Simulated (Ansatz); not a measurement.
**HIn (charge +1): ladder of basis sets in Python**

How does the energy of HIn (charge +1) converge with the basis? The task is a ladder of basis sets, for HIn (charge +1).

All numbers are computed with Ansatz 0.2.0 through its Python package. The levels of theory stand in the script.

### 1 Starting point

Bond lengths: In1–H2 1.810 Å.

No structure file is read: the coordinates are typed or built in the script.

### 2 The script

basis_hin.py

```python
"""Basis-set convergence for HIn(+)."""

import warnings

import ansatz as az

FUNCTIONAL = "B3LYP"
CHARGE = 1

warnings.simplefilter("ignore", az.DeckWarning)

geometry_ang = [
    ("In", (0.0, 0.0, 0.0)),
    ("H", (0.0, 0.0, 1.81)),
]
molecule = az.Crystal.molecule()
for symbol, xyz in geometry_ang:
    molecule = molecule.atom(symbol, xyz)

calc = (
    molecule.calculation()
    .functional(FUNCTIONAL)
    .charge(CHARGE)
    .spin("collinear", total=1)
)

energies = {}
for basis in ["def2-SVP", "def2-SVPD", "def2-TZVP", "def2-TZVPP"]:
    data = calc.basis(gaussian=basis).run(threads=1).report
    size = data["n_frozen"] + data["n_occupied"][0] + data["n_virtual"][0]
    energies[basis] = (data["reference_energy_ev"] / 27.211386246, data["free_energy_ev"] / 27.211386246)
    print(f"{basis:14s} {size:4d} orbitals  reference {energies[basis][0]:14.6f} Ha  total {energies[basis][1]:14.6f} Ha")

last = energies["def2-TZVPP"][1]
for basis, (_, total) in energies.items():
    print(f"{basis:14s} lies {27.211386 * (total - last):9.4f} eV above def2-TZVPP")
```

### 3 What the engine is handed

The package turns the script's settings into the engine's input (first run):

```yaml
crystal:
  periodic: [false, false, false]
  atoms:
    - { symbol: In, position_ang: [0.0, 0.0, 0.0] }
    - { symbol: H, position_ang: [0.0, 0.0, 1.81] }
basis:
  gaussian:
    orbitals: def2-SVP
hamiltonian:
  xc: b3lyp
magnetization:
  spin_polarized: true
  initial_magnetization: 1.0
total_charge: 1.0
```

### 4 Running it

Run with:

```
$ python basis_hin.py
```

Standard output:

```text
def2-SVP         31 orbitals  reference    -190.485893 Ha  total    -190.485893 Ha
def2-SVPD        40 orbitals  reference    -190.486179 Ha  total    -190.486179 Ha
def2-TZVP        56 orbitals  reference    -190.492557 Ha  total    -190.492557 Ha
def2-TZVPP       64 orbitals  reference    -190.492660 Ha  total    -190.492660 Ha
def2-SVP       lies    0.1841 eV above def2-TZVPP
def2-SVPD      lies    0.1763 eV above def2-TZVPP
def2-TZVP      lies    0.0028 eV above def2-TZVPP
def2-TZVPP     lies    0.0000 eV above def2-TZVPP
```

Wall time 5.2 s (1 thread of Arm Neoverse V1, shared host); peak memory 0.17 GiB.

### 5 Inputs of later runs

The engine's inputs for the other runs:

Run 2, against run 1:

```diff
@@ -8 +8 @@
-    orbitals: def2-SVP
+    orbitals: def2-SVPD
```

Run 3, against run 1:

```diff
@@ -8 +8 @@
-    orbitals: def2-SVP
+    orbitals: def2-TZVP
```

Run 4, against run 1:

```diff
@@ -8 +8 @@
-    orbitals: def2-SVP
+    orbitals: def2-TZVPP
```

### 6 The engine's runs

One row for each of the 4 runs:

```
run       basis  energy (eV)  <S²>  SCF cycles  CPU time (s)
  1    def2-SVP   -5183.3852  0.76          17          0.91
  2   def2-SVPD   -5183.3930  0.76          15           1.2
  3   def2-TZVP   -5183.5665  0.76          15           1.2
  4  def2-TZVPP   -5183.5693  0.76          15           1.4
```

### 7 Summary of results

```
                           quantity                      value
                      runs compared                          4
change of the total from set to set  -0.008, -0.174, -0.003 eV
```

Against def2-SVP: def2-SVPD -0.3 mHa, def2-TZVP -6.7 mHa and def2-TZVPP -6.8 mHa. The last step alone is -0.10 mHa (these two sets differ little on atoms other than hydrogen). From the first set to the last the time grows from 0.9 to 1.4 s. What to keep in mind:
- The drop along the ladder measures the basis error, and is no property of the molecule.
- The geometry is a force-field or estimated start, not a minimum of this method, and the last set is no limit. Much of the fall in a total is atomic energy, which cancels in bond and reaction energies.
- def2 sets replace the cores of elements past krypton by effective core potentials.
- The species is open-shell (spin multiplicity 2).
- b3lyp holds the VWN-RPA fit, as in Gaussian; the form of ORCA and Turbomole is b3lyp5.
